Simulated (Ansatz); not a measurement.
Run this with Ansatz 0.2.0, Python API and show what comes out.

`c2h5bse_freq.py`:
```python
import warnings

import ansatz
import numpy as np

warnings.simplefilter('ignore', ansatz.DeckWarning)

geometry = (
    ansatz.Crystal.molecule()
    .atom('C', (-1.3436, 0.8829, 0.2801))
    .atom('C', (-0.1631, 0.4473, 0.4495))
    .atom('B', (0.2781, -0.8791, -0.2439))
    .atom('Se', (2.2555, -1.5464, 0.0684))
    .atom('H', (-2.1111, 0.4028, -0.376))
    .atom('H', (-1.6906, 1.8681, 0.7507))
    .atom('H', (0.5643, 0.9936, 1.0863))
    .atom('H', (-0.3848, -1.4746, -0.9329))
    .atom('H', (2.6839, -0.7409, -1.0995))
)

job = (
    geometry.calculation()
    .basis(gaussian='def2-SVP')
    .functional('pbe0')
)
symbols = [site.symbol for site in geometry.cartesian_sites]
start = np.array([site.position_ang for site in geometry.cartesian_sites], dtype=float)
rep = job.relax(force_tolerance=0.003, max_steps=100).run(threads=1).report
end = np.array(rep['positions_ang'])

print('bond        before    after (A)')
for i, j in [(0, 1), (0, 4), (0, 5), (1, 2), (1, 6), (2, 3), (2, 7), (3, 8)]:
    d0, d1 = (np.linalg.norm(xyz[i] - xyz[j]) for xyz in (start, end))
    print(f'{symbols[i]}{i}-{symbols[j]}{j}'.ljust(10), f'{d0:8.4f} {d1:8.4f}')

minimum = ansatz.Crystal.molecule()
for symbol, xyz in zip(symbols, end):
    minimum = minimum.atom(symbol, xyz.tolist())
vibrating = (
    minimum.calculation()
    .basis(gaussian='def2-SVP')
    .functional('pbe0')
    .phonons(temperatures=(100, 500, 100))
)
vib = vibrating.run(threads=1).report['vibrations']
sums = vib['harmonic_sums']
modes = [m['omega_inv_cm'] for m in sums['modes_at_gamma'] if m['rigid_motion'] == 'no']
for number, w in enumerate(modes, start=1):
    print(f'mode {number:2d} {w:9.1f} 1/cm {w / 8065.544 * 1000:8.2f} meV')
print('imaginary modes:', sum(w < 0 for w in modes), ' zero-point energy:', round(sums['zero_point_energy_ev'], 4), 'eV')
print('T (K)   F_vib (eV)   S_vib (meV/K)   C_vib (meV/K)')
for row in zip(sums['temperatures_k'], sums['vibrational_free_energy_ev'], vib['entropy_ev_per_k'], vib['heat_capacity_ev_per_k']):
    print(f'{row[0]:6.1f} {row[1]:11.4f} {1000 * row[2]:13.4f} {1000 * row[3]:15.4f}')

heavier = vibrating.phonons(masses={'H': 2.014102}).run(threads=1).report['vibrations']['harmonic_sums']
print('deuterated (1/cm):', ' '.join(f'{m["omega_inv_cm"]:.0f}' for m in heavier['modes_at_gamma'] if m['rigid_motion'] == 'no'))
print('zero-point energy falls by', round(sums['zero_point_energy_ev'] - heavier['zero_point_energy_ev'], 4), 'eV')
```

```console
$ python c2h5bse_freq.py
bond        before    after (A)
C0-C1        1.2697   1.3447
C0-H4        1.1180   1.0954
C0-H5        1.1456   1.0959
C1-B2        1.5604   1.5427
C1-H6        1.1104   1.0978
B2-Se3       2.1102   1.9168
B2-H7        1.1264   1.2085
Se3-H8       1.4820   1.4737
mode  1      98.5 1/cm    12.21 meV
mode  2     197.9 1/cm    24.54 meV
mode  3     325.0 1/cm    40.29 meV
mode  4     388.5 1/cm    48.16 meV
mode  5     591.6 1/cm    73.35 meV
mode  6     616.6 1/cm    76.45 meV
mode  7     805.5 1/cm    99.87 meV
mode  8     816.0 1/cm   101.17 meV
mode  9     924.8 1/cm   114.65 meV
mode 10    1013.4 1/cm   125.65 meV
mode 11    1045.8 1/cm   129.66 meV
mode 12    1087.2 1/cm   134.79 meV
mode 13    1131.5 1/cm   140.29 meV
mode 14    1302.5 1/cm   161.49 meV
mode 15    1428.4 1/cm   177.10 meV
mode 16    1679.1 1/cm   208.19 meV
mode 17    2437.1 1/cm   302.16 meV
mode 18    2632.8 1/cm   326.43 meV
mode 19    3144.4 1/cm   389.86 meV
mode 20    3159.2 1/cm   391.69 meV
mode 21    3247.2 1/cm   402.60 meV
imaginary modes: 0  zero-point energy: 1.7403 eV
T (K)   F_vib (eV)   S_vib (meV/K)   C_vib (meV/K)
 100.0      1.7373        0.0903          0.1492
 200.0      1.7204        0.2497          0.3342
 300.0      1.6869        0.4228          0.5334
 400.0      1.6357        0.6020          0.7166
 500.0      1.5666        0.7788          0.8680
deuterated (1/cm): 88 175 283 298 453 481 655 667 696 761 832 864 964 1020 1185 1613 1735 1950 2293 2343 2420
zero-point energy falls by 0.3903 eV
```

What to keep in mind:
- The settings weren't tested for convergence.
- The frequencies are harmonic and unscaled, in a modest basis. The result belongs to the one conformer reached from this start, and soft torsions count as harmonic oscillators.
- Run time: 5.9 min on 1 thread of Arm Neoverse V2 (shared host), peak memory 0.29 GiB.

(Lines on the test bed's own set-up are left out of the output.)
